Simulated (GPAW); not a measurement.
Set up this calculation in GPAW 26.7.0, as an ASE script.

- Task: relaxation of cell and atoms
- Functional: PBEsol
- Potentials or basis: PAW data sets generated in the run's folder for this functional
- Cutoff: 600 eV
- Basis: pw
- k mesh: 4 × 4 × 4
- Occupations: fermi-dirac, width 0.05 eV
- Spin: collinear spin, ferromagnetic start
- Starting moments: [4.0, 4.0, 4.0, 4.0, 0.0, 0.0, 0.0, 0.0] μB
- Maxiter: 150
- Optimizer: BFGS
- Fmax: 0.02 eV/Å
- Max steps: 60
- Convergence: density=1e-05 forces=0.0001

MnSi:

```xyz
8
Lattice="4.5480 0.0000 0.0000 0.0000 4.5480 0.0000 0.0000 0.0000 4.5480" Properties=species:S:1:pos:R:3 pbc="T T T"
Mn    3.9204    2.9016    1.6464
Mn    2.9016    1.6464    3.9204
Mn    1.6464    3.9204    2.9016
Mn    0.6276    0.6276    0.6276
Si    0.7004    1.5736    2.9744
Si    1.5736    2.9744    0.7004
Si    2.9744    0.7004    1.5736
Si    3.8476    3.8476    3.8476
```

The input as run:

run.py

```python
from ase import Atoms
from ase.filters import FrechetCellFilter
from ase.io import write
from ase.optimize import BFGS
from gpaw import GPAW, PW, setup_paths

setup_paths.insert(0, '.')

atoms = Atoms(['Mn', 'Mn', 'Mn', 'Mn', 'Si', 'Si', 'Si', 'Si'],
              cell=[[4.548, 0.0, 0.0],
                    [0.0, 4.548, 0.0],
                    [0.0, 0.0, 4.548]],
              scaled_positions=[[0.862, 0.638, 0.362],
                                [0.638, 0.362, 0.862],
                                [0.362, 0.862, 0.638],
                                [0.138, 0.138, 0.138],
                                [0.154, 0.346, 0.654],
                                [0.346, 0.654, 0.154],
                                [0.654, 0.154, 0.346],
                                [0.846, 0.846, 0.846]],
              pbc=True)
atoms.set_initial_magnetic_moments([4.0, 4.0, 4.0, 4.0, 0.0, 0.0, 0.0, 0.0])

calc = GPAW(mode=PW(600),
            xc='PBEsol',
            kpts={'size': (4, 4, 4), 'gamma': True},
            occupations={'name': 'fermi-dirac', 'width': 0.05},
            nbands=66,
            convergence={'density': 1e-05, 'forces': 0.0001},
            maxiter=150,
            txt='gpaw.txt')
atoms.calc = calc
opt = BFGS(FrechetCellFilter(atoms), trajectory='relax.traj', logfile='-')
done = opt.run(fmax=0.02, steps=60)
calc.write('gs.gpw')
write('result.traj', atoms)
print('Converged:', done)
print('Cell:', atoms.cell.cellpar().round(4))
print('Volume:', round(atoms.get_volume(), 4))
print(atoms.get_scaled_positions().round(5))
```

Potentials or basis: PAW data sets generated in the run's folder for this functional, pw.

Run with:

```console
$ gpaw-setup -f PBEsol Mn Si
$ OMP_NUM_THREADS=1 python run.py
```

It gave:

```json
{
 "Relaxed volume": "11.28 Å³/atom",
 "Relaxed cell": "a = 4.485 Å, b = 4.485 Å, c = 4.485 Å, α = 90.00°, β = 90.00°, γ = 90.00°",
 "Space group after relaxing (to 0.05 Å)": "P2_13 (No. 198)",
 "Energy gained by relaxing": "14.0 meV/atom",
 "Ionic steps": "7",
 "Pressure after relaxing": "0.1 GPa",
 "Largest force after relaxing": "0.013 eV/Å",
 "Band gap on the k mesh": "none (metal or under the smearing width)",
 "Net moment": "3.84 μB per cell",
 "Site moments": "Mn +0.99; Si -0.04 μB"
}
```

Caveat: each step starts from the last one's moments, so a moment once lost doesn't come back; later steps reuse the first step's grids; the moment fell far below its start of 4 μB, so a state of higher moment may lie lower in energy.

It took 14 min on 1 thread of Intel(R) Xeon(R) Platinum 8488C (Sapphire Rapids), on a shared host, peak memory 0.51 GiB.
